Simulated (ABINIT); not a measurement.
# MoSe3 (P4/mmm) in ABINIT: single point with PBE

Aim: the single point of MoSe3 with PBE.

Program: ABINIT 10.8.3 (patched build). These are calculated values, not measurements. Logs are shortened: lines on timing, memory, paths and dates and some standing lists are left out, and cuts for length are marked. The log counts tension as positive stress, the text compression.

## Step 1: The structure

Symmetry: P4/mmm, No. 123, tetragonal system. The conventional cell has a = 4.390 Å, b = 4.390 Å, c = 4.413 Å, α = 90.00°, β = 90.00°, γ = 90.00°. Mo (site symmetry 4/mmm) is surrounded by 12 Se at 3.10 to 3.11 Å. Around Se (site symmetry mmm) lie 8 Se at 3.10 to 3.11 Å and 4 Mo at 3.11 Å. Se (site symmetry 4/mmm) has 4 Mo at 3.10 Å and 8 Se at 3.11 Å as nearest neighbours.

The cell was built by a generator and needn't be a form met in nature.

## Step 2: Single point, PBE, spin-orbit coupling, no magnetisation

File run.abi:

```
# Pseudopotentials
pp_dirpath "./"
pseudos "Mo.GGA_PBE-JTH.xml, Se.GGA_PBE-JTH.xml"

# Structure
acell 4.38953818 4.38953818 4.4130286 Angstrom
rprim
     1.0000000000     0.0000000000     0.0000000000
     0.0000000000     1.0000000000     0.0000000000
     0.0000000000     0.0000000000     1.0000000000
ntypat 2
znucl 42 34
natom 4
typat 1 2 2 2
xred
     0.0000000000     0.0000000000     0.0000000000
     0.0000000000     0.5000000000     0.5000000000
     0.5000000000     0.0000000000     0.5000000000
     0.5000000000     0.5000000000     0.0000000000

# Plane-wave basis
ecut 408.170794 eV
pawecutdg 30.0
pawxcdev 0

# k points
kptopt 4
ngkpt 4 4 4
nshiftk 1
shiftk 0.0 0.0 0.0

# Exchange and correlation
ixc 11

# Bands and occupations
nband 40
occopt 3
tsmear 0.05 eV

# Spin
nspinor 2
nspden 1
pawspnorb 1

# SCF cycle
nstep 100
tolvrs 1.0e-9

# Output
iomode 3
prtwf 0
prtden 0
prteig 0
prtebands 0
enunit 1
```

Potentials or basis: JTH PAW PBE v2.0.

Launch:

```console
$ abinit run.abi > log 2>&1
```

run.abo:

```text
.Version 10.8.3 of ABINIT
 Symmetries : space group P4 2 2 (# 89); Bravais tP (primitive tetrag.)
================================================================================
 Values of the parameters that define the memory need of the present run
     intxc =       0    ionmov =       0      iscf =      17    lmnmax =      18
     lnmax =       6     mgfft =      30  mpssoang =       3    mqgrid =    3001
     natom =       4  nloc_mem =       2    nspden =       1   nspinor =       2
    nsppol =       1      nsym =       8    n1xccc =       1    ntypat =       2
    occopt =       3   xclevel =       2
       mpw =        1622          nfft =       27000          nkpt =          18
 PAW method is used; the additional fine FFT grid is defined by:
   mgfftf=        45    nfftf =     91125
================================================================================
================================================================================

--------------------------------------------------------------------------------
------------- Echo of variables that govern the present computation ------------
--------------------------------------------------------------------------------
 -outvars: echo values of preprocessed input variables --------
            acell      8.2950249794E+00  8.2950249794E+00  8.3394154398E+00 Bohr
              amu      9.59400000E+01  7.89600000E+01
             ecut      1.50000000E+01 Hartree
           enunit           1
              ixc          11
           kptopt           4
         kptrlatt        4    0    0      0    4    0      0    0    4
          kptrlen      3.31800999E+01
            natom           4
            nband          40
            ngfft          30      30      30
          ngfftdg          45      45      45
             nkpt          18
          nspinor           2
            nstep         100
             nsym           8
           ntypat           2
           occopt           3
        pawcpxocc           2
        pawecutdg      3.00000000E+01 Hartree
        pawspnorb           1
         pawxcdev           0
           prtden           0
        prtebands           0
           prteig           0
            prtwf           0
          spgroup          89
           tolvrs      1.00000000E-09
           tsmear      1.83746611E-03 Hartree
            typat      1  2  2  2
           useylm           1
           xangst      0.0000000000E+00  0.0000000000E+00  0.0000000000E+00
                       0.0000000000E+00  2.1947690900E+00  2.2065143000E+00
                       2.1947690900E+00  0.0000000000E+00  2.2065143000E+00
                       2.1947690900E+00  2.1947690900E+00  0.0000000000E+00
            xcart      0.0000000000E+00  0.0000000000E+00  0.0000000000E+00
                       0.0000000000E+00  4.1475124897E+00  4.1697077199E+00
                       4.1475124897E+00  0.0000000000E+00  4.1697077199E+00
[... 161 lines left out ...]
    3     -0.00000000000000    -0.00000000000000    -0.00000000000000
    4     -0.00000000000000    -0.00000000000000    -0.00000000000000
 frms,max,avg= 0.0000000E+00 0.0000000E+00   0.000E+00  0.000E+00  0.000E+00 h/b

 cartesian forces (eV/Angstrom) at end:
    1     -0.00000000000000    -0.00000000000000    -0.00000000000000
    2     -0.00000000000000    -0.00000000000000    -0.00000000000000
    3     -0.00000000000000    -0.00000000000000    -0.00000000000000
    4     -0.00000000000000    -0.00000000000000    -0.00000000000000
 frms,max,avg= 0.0000000E+00 0.0000000E+00   0.000E+00  0.000E+00  0.000E+00 e/A
 length scales=  8.295024979416  8.295024979416  8.339415439798 bohr
              =  4.389538180000  4.389538180000  4.413028600000 angstroms
 Fermi (or HOMO) energy (eV) =   4.06846   Average Vxc (eV)= -10.85299
 Eigenvalues (   eV  ) for nkpt=  18  k points:
 kpt#   1, nband= 40, wtk=  0.01563, kpt=  0.0000  0.0000  0.0000 (reduced coord)
 -57.19110  -57.19110  -32.88561  -32.88561  -30.44574  -30.44574  -30.44464  -30.44464
 -11.40676  -11.40676   -7.99449   -7.99449   -7.97215   -7.97215   -1.24460   -1.24460
  -1.22176   -1.22176   -1.14203   -1.14203    2.65464    2.65464    2.65697    2.65697
   2.86976    2.86976    3.18857    3.18857    3.20945    3.20945    3.40508    3.40508
   3.41029    3.41029    3.47187    3.47187    4.55049    4.55049    4.56483    4.56483
 prteigrs : prtvol=0 or 1, do not print more k-points.

--- !EnergyTerms
iteration_state     : {dtset: 1, }
comment             : Components of total free energy in Hartree
kinetic             :  1.96571802062510E+01
hartree             :  1.96704334750099E+01
xc                  : -2.26388456405358E+01
Ewald energy        : -7.71349722152493E+01
psp_core            :  6.76406399213693E+00
local_psp           : -6.26614764384438E+01
PAW spherical_terms :  1.88965059061536E+01
internal            : -9.74471107146775E+01
'-kT*entropy'       : -1.92296954635839E-03
total_energy        : -9.74490336842238E+01
total_energy_eV     : -2.65172329487903E+03
...

--- !EnergyTermsDC
iteration_state     : {dtset: 1, }
comment             : '"Double-counting" decomposition of free energy'
band_energy         : -1.23448157781077E+01
Ewald energy        : -7.71349722152493E+01
psp_core            :  6.76406399213693E+00
xc_dc               : -2.67606509462153E+01
PAW spherical_terms :  1.20292611395285E+01
internal            : -9.74471138079068E+01
'-kT*entropy'       : -1.92296954635839E-03
total_energy_dc     : -9.74490367774532E+01
total_energy_dc_eV  : -2.65172337905009E+03
...

--- !EnergyTermsWithPAWCore
iteration_state     : {dtset: 1, }
comment             : 'Components of total free energy, including PAW core contributions'
Total energy        : -1.13391650317831E+04
Total energy DC     : -1.13391650348763E+04
Total energy (eV)   : -3.08554399386771E+05
Total energy DC (eV): -3.08554399470942E+05
...

 Cartesian components of stress tensor (hartree/bohr^3)
  sigma(1 1)=  3.27755172E-04  sigma(3 2)=  0.00000000E+00
  sigma(2 2)=  3.27755172E-04  sigma(3 1)=  0.00000000E+00
  sigma(3 3)=  3.11663711E-04  sigma(2 1)=  0.00000000E+00

-Cartesian components of stress tensor (GPa)         [Pressure= -9.4851E+00 GPa]
- sigma(1 1)=  9.64289008E+00  sigma(3 2)=  0.00000000E+00
- sigma(2 2)=  9.64289008E+00  sigma(3 1)=  0.00000000E+00
- sigma(3 3)=  9.16946296E+00  sigma(2 1)=  0.00000000E+00

== END DATASET(S) ==============================================================
================================================================================

 -outvars: echo values of variables after computation  --------
            acell      8.2950249794E+00  8.2950249794E+00  8.3394154398E+00 Bohr
           etotal     -9.7449036777E+01
            fcart     -0.0000000000E+00 -0.0000000000E+00 -0.0000000000E+00
                      -0.0000000000E+00 -0.0000000000E+00 -0.0000000000E+00
                      -0.0000000000E+00 -0.0000000000E+00 -0.0000000000E+00
                      -0.0000000000E+00 -0.0000000000E+00 -0.0000000000E+00
           strten      3.2775517191E-04  3.2775517191E-04  3.1166371130E-04
                       0.0000000000E+00  0.0000000000E+00  0.0000000000E+00
           xangst      0.0000000000E+00  0.0000000000E+00  0.0000000000E+00
                       0.0000000000E+00  2.1947690900E+00  2.2065143000E+00
                       2.1947690900E+00  0.0000000000E+00  2.2065143000E+00
                       2.1947690900E+00  2.1947690900E+00  0.0000000000E+00
             xred      0.0000000000E+00  0.0000000000E+00  0.0000000000E+00
                       0.0000000000E+00  5.0000000000E-01  5.0000000000E-01
                       5.0000000000E-01  0.0000000000E+00  5.0000000000E-01
                       5.0000000000E-01  5.0000000000E-01  0.0000000000E+00
 Calculation completed.
```

Wall time 1.7 min (1 thread of Intel Xeon Platinum 8375C at 2.90GHz (Ice Lake), shared host); peak memory 0.14 GiB.

What came out:

| Property | Result |
| --- | --- |
| Free energy | -2651.7234 eV |
| Pressure | -9.5 GPa |
| Band gap on the k mesh | none (metal or under the smearing width) |
| Valence electrons inside the program's atomic spheres | Mo 11.10; Se 3.77, 3.76 |
